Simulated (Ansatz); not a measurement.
# Relaxation of GdCo2B2

Aim: in GdCo2B2, a database structure at a slightly changed volume, relax cell and atoms, then read levels, charges and fields where it ends.

The COD entry's cell or inner coordinates are ideal or old and differ from later refinements, so a difference from it is no clean test against experiment.

Method: DFT, r2SCAN, collinear spin, plane waves, PAW, in Ansatz 0.2.0.

**1. Geometry**

The structure is tetragonal, space group I4/mmm (No. 139). Conventional cell: a = 3.532 Å, b = 3.532 Å, c = 9.431 Å, α = 90.00°, β = 90.00°, γ = 90.00°. Around Gd (site symmetry 4/mmm) lie 8 B at 2.76 Å and 8 Co at 2.95 Å. B (site symmetry 4mm) is surrounded by 4 Co at 2.12 Å and 4 Gd at 2.76 Å. Co (site symmetry -4m2) has 4 B at 2.12 Å as nearest neighbours.

Structure file:

```
Gd B Co
1.0
    -1.76612    1.76612    4.71559
     1.76612   -1.76612    4.71559
     1.76612    1.76612   -4.71559
Gd B Co
1 2 2
Direct
  0.00000 0.00000 0.00000
  0.37500 0.37500 0.00000
  0.62500 0.62500 0.00000
  0.75000 0.25000 0.50000
  0.25000 0.75000 0.50000
```

The first density is read from a saved solution for the starting cell.

**2. The relaxation**

input.yaml reads:

```yaml
crystal:
  lattice:
    - [-1.76612186, 1.76612186, 4.71558985]
    - [1.76612186, -1.76612186, 4.71558985]
    - [1.76612186, 1.76612186, -4.71558985]
  atoms:
    - { symbol: Gd, position: [0.0, 0.0, 0.0] }
    - { symbol: B, position: [0.375, 0.375, 0.0] }
    - { symbol: B, position: [0.625, 0.625, 0.0] }
    - { symbol: Co, position: [0.75, 0.25, 0.5] }
    - { symbol: Co, position: [0.25, 0.75, 0.5] }
  symmetry: { detect: false, time_reversal: true }
kpoints:
  mp_grid: { grid: [7, 7, 7], shift: [0, 0, 0] }
magnetization:
  spin_polarized: true
scf:
  occupations: { method: fermi_dirac, width: 0.0224 }
  lower_state_search: "off"
hamiltonian:
  pseudopotentials: { kind: paw }
  xc: r2scan
basis:
  ecutwfc: 500
  fft_grid_basis: typed
relax:
  max_steps: 40
  cell: { p_target: 0.0 }
output:
  forces: true
  stress: true
  eigenvalues: true
  bader: true
  populations: true
  elf: true
  write_potential: true
  volumetric_format: npy
  dos:
    e_range: [-12, 8]
    de: 0.05
    projected: { site_lists: { B: [B], Co: [Co], Gd: [Gd] } }
  write_density: true
checkpoint:
  read: saved_state
```

On the command line:

```
> ansatz run input.yaml --threads 2 --pin off --max-ram 4096MiB --backend cpu --events-out ev --progress --plain --runs-dir out
```

**Question.** What will these runs give? Wanted: moves; energy gained; largest move; cell; volume; pressure at the end; character; Bader charges; net moment.

As calculated:

| quantity | value |
| --- | --- |
| moves | 5 |
| energy gained | 135.8 meV/atom |
| largest move | 0.31 Å (B) |
| space group (0.01 Å), before / after | I4/mmm / I4/mmm |
| cell | a = 5.404 Å, b = 5.404 Å, c = 5.404 Å, α = 141.78°, β = 141.78°, γ = 55.16° |
| volume | 11.99 Å³/atom (+1.9 %) |
| pressure at the end | -0.01 GPa |
| formation energy (elements from separate runs) | -0.50 eV/atom |
| character | metal |
| density of states, mean within 0.25 eV of the Fermi level | 2 per eV per cell |
| Bader charges | Gd +1.62, B -0.61, Co -0.20 e |
| net moment | 7.13 μB per cell |
| largest moment | 7.16 μB on Gd (Bader basin) |

What this shows: The volume grew by 1.9 %, and the largest move of an atom is 0.31 Å apart from the change of the cell; the energy fell by 135.8 meV per atom. Bands cross the Fermi level: a metal; within 0.25 eV of the Fermi level the density of states averages 2 per eV per cell, mostly Co d (46 %), Gd d (27 %) and B p (18 %). Spin sits on Gd (7.16 μB); with one magnetic atom in the cell, no antiferromagnetic order can form, so the run doesn't settle the real magnetic state. Gd loses most charge (+1.62 e on average) and B gains most (-0.61 e).

Keep in mind: the program displaced the start to leave a saddle point; an open f shell without a U or exact exchange, whose levels then sit too near the Fermi level; one start, so the state may not be the lowest; the k mesh is coarse for a cell without a gap.
